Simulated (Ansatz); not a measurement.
**C₃H₄Cl₂OZr: small, medium and large basis sets**

One table from this session's results is given with a row withheld; the runs are named, their logs left out.

The runs use Ansatz 0.2.0, Gaussian basis; one geometry, several basis sets.

Plan: PBE0-D4/def2-SVP; ωB97M-V/def2-SVP; PBE0-D4/def2-QZVPP; ωB97M-V/def2-QZVPP; the functionals' def2-TZVPP values are taken from earlier runs.

2 further runs of the same task are left out: 2 that didn't finish.

## Structure used throughout

An earlier PBE0-D4 in a triple-zeta def2 set relaxation fixed the geometry. Zr takes the def2 core potential; no spin-orbit term is included.

SMILES `C#[C][Zr]([Cl])([Cl])[O]C`, 11 atoms, charge 0, spin multiplicity 1.

Atoms are counted from 1 here; the program's logs count them from 0.

Bond lengths: C1–C2 1.215 Å, C1–H8 1.067 Å, C2–Zr3 2.176 Å, Zr3–Cl4 2.346 Å, Zr3–Cl5 2.346 Å, Zr3–O6 1.870 Å, O6–C7 1.396 Å, C7–H9 1.093 Å, C7–H10 1.093 Å, C7–H11 1.093 Å. Angles: C2–C1–H8 179.8°, C1–C2–Zr3 178.5°, C2–Zr3–Cl4 109.9°, C2–Zr3–Cl5 109.9°, C2–Zr3–O6 106.0°, Cl4–Zr3–Cl5 112.2°, Cl4–Zr3–O6 109.4°, Cl5–Zr3–O6 109.4°, Zr3–O6–C7 176.6°, O6–C7–H9 109.9°, O6–C7–H10 109.6°, O6–C7–H11 109.9°, H9–C7–H10 109.1°, H9–C7–H11 109.2°, H10–C7–H11 109.1°.

The first run:

Input file in.yaml:

```yaml
crystal:
  periodic: [false, false, false]
  atoms:
    - {symbol: C, position_ang: [1.725851, 0.062683, 2.808399]}
    - {symbol: C, position_ang: [1.333264, -0.310157, 1.720173]}
    - {symbol: Zr, position_ang: [0.666617, -1.020462, -0.225554]}
    - {symbol: Cl, position_ang: [2.456786, -0.988700, -1.741698]}
    - {symbol: Cl, position_ang: [-0.278812, -3.157148, -0.013019]}
    - {symbol: O, position_ang: [-0.646750, 0.184941, -0.791693]}
    - {symbol: C, position_ang: [-1.635634, 1.039597, -1.283261]}
    - {symbol: H, position_ang: [2.072748, 0.387353, 3.764132]}
    - {symbol: H, position_ang: [-2.560381, 0.481653, -1.451092]}
    - {symbol: H, position_ang: [-1.825166, 1.836283, -0.559648]}
    - {symbol: H, position_ang: [-1.308514, 1.483965, -2.226739]}
basis:
  gaussian: {orbitals: def2-SVP}
hamiltonian: {xc: pbe0, dispersion: d4}
output: {orbitals: {seedname: orbitals}}
```

Run with:

```console
$ ansatz run in.yaml --threads 2 --pin off --events-out ev --progress --plain --max-ram 32768MiB --backend cpu
```

Among the steps run: PBE0-D4 in def2-SVP; ωB97M-V in def2-SVP; PBE0-D4 in def2-QZVPP; ωB97M-V in def2-QZVPP.

One of the session's tables, all rows but one given; the rest of the session is left out.

It belongs to the step «Density functionals: the series». 

| functional | basis | HOMO (eV) | LUMO (eV) |
| --- | --- | --- | --- |
| PBE0-D4 | def2-SVP | -8.28 | -2.04 |
| PBE0-D4 | def2-TZVPP | -8.30 | -2.13 |
| PBE0-D4 | def2-QZVPP | -8.32 | -2.15 |
| ωB97M-V | def2-SVP | -10.49 | 0.01 |
| ωB97M-V | def2-TZVPP | ? | ? |
| ωB97M-V | def2-QZVPP | -10.55 | -0.16 |

Q: Estimate the row for ωB97M-V, def2-TZVPP from the others.

The run gave: HOMO (eV): -10.54; LUMO (eV): -0.13. In the column «HOMO (eV)» it lies between ωB97M-V, def2-QZVPP (-10.55) and ωB97M-V, def2-SVP (-10.49).
